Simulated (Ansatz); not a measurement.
# C₄H₇F₃: small, medium and large basis sets

An exercise on one series of results from a longer session: the logs are not shown, and one member is left open.

Method: one geometry, several basis sets; program: Ansatz 0.2.0, Gaussian basis.

The runs, in order: PBE0-D4/def2-SVP; ωB97M-V/def2-SVP; PBE0-D4/def2-QZVPP; ωB97M-V/def2-QZVPP; the functionals' def2-TZVPP values are taken from earlier runs.

## The geometry

An earlier PBE0-D4 in a triple-zeta def2 set relaxation fixed the geometry.

SMILES `CC(CF)C(F)F`, 14 atoms, charge 0, spin multiplicity 1.

Atoms are counted from 1 here; the program's logs count them from 0.

Bond lengths: C1–C2 1.521 Å, C1–H8 1.092 Å, C1–H9 1.092 Å, C1–H10 1.090 Å, C2–C3 1.514 Å, C2–C5 1.513 Å, C2–H11 1.097 Å, C3–F4 1.387 Å, C3–H12 1.094 Å, C3–H13 1.092 Å, C5–F6 1.361 Å, C5–F7 1.359 Å, C5–H14 1.094 Å. Angles: C2–C1–H8 110.9°, C2–C1–H9 110.3°, C2–C1–H10 111.1°, H8–C1–H9 107.8°, H8–C1–H10 108.5°, H9–C1–H10 108.2°, C1–C2–C3 112.1°, C1–C2–C5 111.1°, C1–C2–H11 110.0°, C3–C2–C5 110.5°, C3–C2–H11 106.9°, C5–C2–H11 106.1°, C2–C3–F4 110.2°, C2–C3–H12 110.3°, C2–C3–H13 111.5°, F4–C3–H12 107.7°, F4–C3–H13 107.6°, H12–C3–H13 109.4° and more.

The first run:

The input, in.yaml:

```yaml
crystal:
  periodic: [false, false, false]
  atoms:
    - {symbol: C, position_ang: [-0.112297, -1.460700, 0.123351]}
    - {symbol: C, position_ang: [-0.323647, 0.003369, -0.231004]}
    - {symbol: C, position_ang: [0.810819, 0.556111, -1.067653]}
    - {symbol: F, position_ang: [2.009794, 0.450989, -0.379264]}
    - {symbol: C, position_ang: [-0.521493, 0.842140, 1.012657]}
    - {symbol: F, position_ang: [-0.791382, 2.131717, 0.672798]}
    - {symbol: F, position_ang: [-1.590919, 0.389065, 1.718031]}
    - {symbol: H, position_ang: [0.801533, -1.592712, 0.706116]}
    - {symbol: H, position_ang: [-0.018107, -2.059979, -0.784445]}
    - {symbol: H, position_ang: [-0.950037, -1.848483, 0.702656]}
    - {symbol: H, position_ang: [-1.240329, 0.117112, -0.822912]}
    - {symbol: H, position_ang: [0.909968, -0.013882, -1.995782]}
    - {symbol: H, position_ang: [0.656416, 1.611076, -1.304583]}
    - {symbol: H, position_ang: [0.346680, 0.844976, 1.678934]}
basis:
  gaussian: {orbitals: def2-SVP}
hamiltonian: {xc: pbe0, dispersion: d4}
output: {orbitals: {seedname: orbitals}}
```

Command:

```sh
$ ansatz run in.yaml --threads 4 --pin off --events-out ev --progress --plain --max-ram 11315MiB
```

Among the steps run: PBE0-D4 in def2-SVP; ωB97M-V in def2-SVP; PBE0-D4 in def2-QZVPP; ωB97M-V in def2-QZVPP.

One of the session's tables, all rows but one given; the rest of the session is left out.

It belongs to the step «Functionals by basis». 

```
functional       basis  HOMO (eV)  LUMO (eV)
   PBE0-D4    def2-SVP      -9.18       1.78
   PBE0-D4  def2-TZVPP      -9.30       1.23
   PBE0-D4  def2-QZVPP      -9.33       0.72
   ωB97M-V    def2-SVP     -11.55       3.44
   ωB97M-V  def2-TZVPP     -11.68       2.67
   ωB97M-V  def2-QZVPP          ?          ?
```

**Question.** Estimate the row for ωB97M-V, def2-QZVPP.

**Answer.** HOMO (eV): -11.72; LUMO (eV): 1.84. In the column «HOMO (eV)» it is the lowest.
